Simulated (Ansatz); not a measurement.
# Alloy of Si and C (8 of 64 Si sites exchanged), 64 atoms

Wanted: the relaxed alloy cell and its gap (PBEsol and r²SCAN).

Method: density functional theory in Ansatz 0.2.0, PAW datasets, plane waves.

### Step 1. The system as built

64 atoms (56 Si, 8 C); a = 10.415 Å, b = 10.415 Å, c = 10.415 Å, α = 90.00°, β = 90.00°, γ = 90.00°. All atoms were shaken off their sites by about 0.02 Å along each axis.

The runs, in order: (2) PBEsol cell relaxation at the single k point (¼, ¼, ¼), on 1 × NVIDIA H100 80GB HBM3 with 2 threads of AMD EPYC 7R13; (3) r²SCAN single point at the single k point (¼, ¼, ¼), on 1 × NVIDIA H100 80GB HBM3 with 2 threads of AMD EPYC 7R13.

### Step 2. Relaxing cell and atoms with PBEsol

in.yaml reads:

```yaml
crystal:
  lattice:
    - [10.414622, 0.000000, 0.000000]
    - [0.000000, 10.414622, 0.000000]
    - [0.000000, 0.000000, 10.414622]
  atoms:
    - { symbol: Si, position: [0.998517, 0.998061, 0.999175] }
    - { symbol: Si, position: [0.000849, 0.500145, 0.004433] }
    - { symbol: Si, position: [0.999972, 0.500797, 0.500998] }
    - { symbol: Si, position: [0.500699, 0.997388, 0.499764] }
    - { symbol: Si, position: [0.502055, 0.496295, 0.002466] }
    - { symbol: Si, position: [0.498552, 0.497772, 0.501127] }
    - { symbol: Si, position: [0.123362, 0.121586, 0.122015] }
    - { symbol: Si, position: [0.123780, 0.126556, 0.624439] }
    - { symbol: Si, position: [0.124553, 0.624572, 0.124291] }
    - { symbol: Si, position: [0.124968, 0.626821, 0.623873] }
    - { symbol: Si, position: [0.625888, 0.125389, 0.124375] }
    - { symbol: Si, position: [0.624711, 0.124552, 0.624965] }
    - { symbol: Si, position: [0.621329, 0.619239, 0.626858] }
    - { symbol: Si, position: [0.246549, 0.246695, 0.997375] }
    - { symbol: Si, position: [0.248362, 0.748752, 0.001231] }
    - { symbol: Si, position: [0.249467, 0.748283, 0.501884] }
    - { symbol: Si, position: [0.748480, 0.247334, 0.000693] }
    - { symbol: Si, position: [0.749788, 0.249048, 0.497355] }
    - { symbol: Si, position: [0.750401, 0.752961, 0.002862] }
    - { symbol: Si, position: [0.748986, 0.754835, 0.497782] }
    - { symbol: Si, position: [0.373807, 0.375440, 0.128173] }
    - { symbol: Si, position: [0.373505, 0.375638, 0.625561] }
    - { symbol: Si, position: [0.377798, 0.875449, 0.125152] }
    - { symbol: Si, position: [0.374345, 0.873494, 0.623839] }
    - { symbol: Si, position: [0.877831, 0.372716, 0.127005] }
    - { symbol: Si, position: [0.876042, 0.373586, 0.623737] }
    - { symbol: Si, position: [0.874649, 0.874383, 0.121774] }
    - { symbol: Si, position: [0.874049, 0.875745, 0.628078] }
    - { symbol: Si, position: [0.248704, 0.997215, 0.751097] }
    - { symbol: Si, position: [0.250064, 0.501355, 0.750093] }
    - { symbol: Si, position: [0.750192, 0.000500, 0.250110] }
    - { symbol: Si, position: [0.745325, 0.999514, 0.749831] }
    - { symbol: Si, position: [0.753404, 0.502560, 0.250213] }
    - { symbol: Si, position: [0.748286, 0.499309, 0.748734] }
    - { symbol: Si, position: [0.375139, 0.125232, 0.373962] }
    - { symbol: Si, position: [0.375795, 0.124775, 0.874607] }
    - { symbol: Si, position: [0.373164, 0.626939, 0.373307] }
    - { symbol: Si, position: [0.377580, 0.624831, 0.873700] }
    - { symbol: Si, position: [0.877872, 0.123769, 0.375085] }
    - { symbol: Si, position: [0.875034, 0.123739, 0.875481] }
    - { symbol: Si, position: [0.873762, 0.623093, 0.871142] }
    - { symbol: Si, position: [0.997470, 0.249707, 0.255893] }
    - { symbol: Si, position: [0.996513, 0.250414, 0.748281] }
    - { symbol: Si, position: [0.999896, 0.751945, 0.252505] }
    - { symbol: Si, position: [0.000825, 0.750172, 0.746281] }
    - { symbol: Si, position: [0.501293, 0.250119, 0.250111] }
    - { symbol: Si, position: [0.503216, 0.249919, 0.751067] }
    - { symbol: Si, position: [0.499919, 0.751715, 0.251409] }
    - { symbol: Si, position: [0.497488, 0.748526, 0.749230] }
    - { symbol: Si, position: [0.126489, 0.373234, 0.374916] }
    - { symbol: Si, position: [0.123205, 0.377285, 0.874316] }
    - { symbol: Si, position: [0.127970, 0.871207, 0.875031] }
    - { symbol: Si, position: [0.626650, 0.374352, 0.374041] }
    - { symbol: Si, position: [0.625033, 0.371047, 0.876600] }
    - { symbol: Si, position: [0.629178, 0.877015, 0.373856] }
    - { symbol: Si, position: [0.625505, 0.876614, 0.876655] }
    - { symbol: C, position: [0.005976, 0.002690, 0.498484] }
    - { symbol: C, position: [0.499286, 0.998995, 0.003494] }
    - { symbol: C, position: [0.623565, 0.624405, 0.125208] }
    - { symbol: C, position: [0.251354, 0.249948, 0.499366] }
    - { symbol: C, position: [0.249192, 0.998498, 0.250780] }
    - { symbol: C, position: [0.247904, 0.502151, 0.253887] }
    - { symbol: C, position: [0.874518, 0.626509, 0.374955] }
    - { symbol: C, position: [0.123913, 0.874729, 0.375535] }
  symmetry: { detect: false }
kpoints:
  mp_grid: { grid: [1, 1, 1], shift: [0.25, 0.25, 0.25] }
hamiltonian:
  xc: pbesol
scf:
  occupations: { method: fermi_dirac, width: 0.01 }
relax:
  f_tol: 0.03
  max_steps: 80
  escape_saddle: false
  adjacent_minimum: "off"
  cell: { fix: [shape] }
output:
  forces: true
  eigenvalues: true
  populations: true
```

Run with:

```bash
$ ansatz run in.yaml --threads 2 --pin off --max-ram 30400MiB --runs-dir r --events-out ev --progress --plain --backend cuda --devices 0, --max-vram 18GiB
```

The runs that follow: r²SCAN on the final geometry.

Q: Predict the outcome of this session. Wanted: for each run, top filled to lowest empty.

The runs gave:

| level | time | top filled to lowest empty (eV) |
| --- | --- | --- |
| PBEsol, relaxation | 28 s (GPU) | 0.33 |
| r²SCAN | 12 s (GPU) | 0.55 |

```
     quantity                                                                         value
   relaxation                                             9 recorded steps, 16.46 eV gained
largest shift                                                                 0.56 Å (Si28)
 relaxed cell  a = 10.322 Å, b = 10.322 Å, c = 10.322 Å, α = 90.00°, β = 90.00°, γ = 90.00°
   mean bonds                                          C–C 1.665, C–Si 1.981, Si–Si 2.332 Å
```

**Reading.** Relaxation gains 16.46 eV, with shifts up to 0.56 Å (Si28), while the volume changes by -2.6 %. The mean lengths of the listed bonds run from C–C 1.66 Å to Si–Si 2.33 Å. With one k point the spacing samples only the states that fold onto it, so it can exceed the gap over the zone.
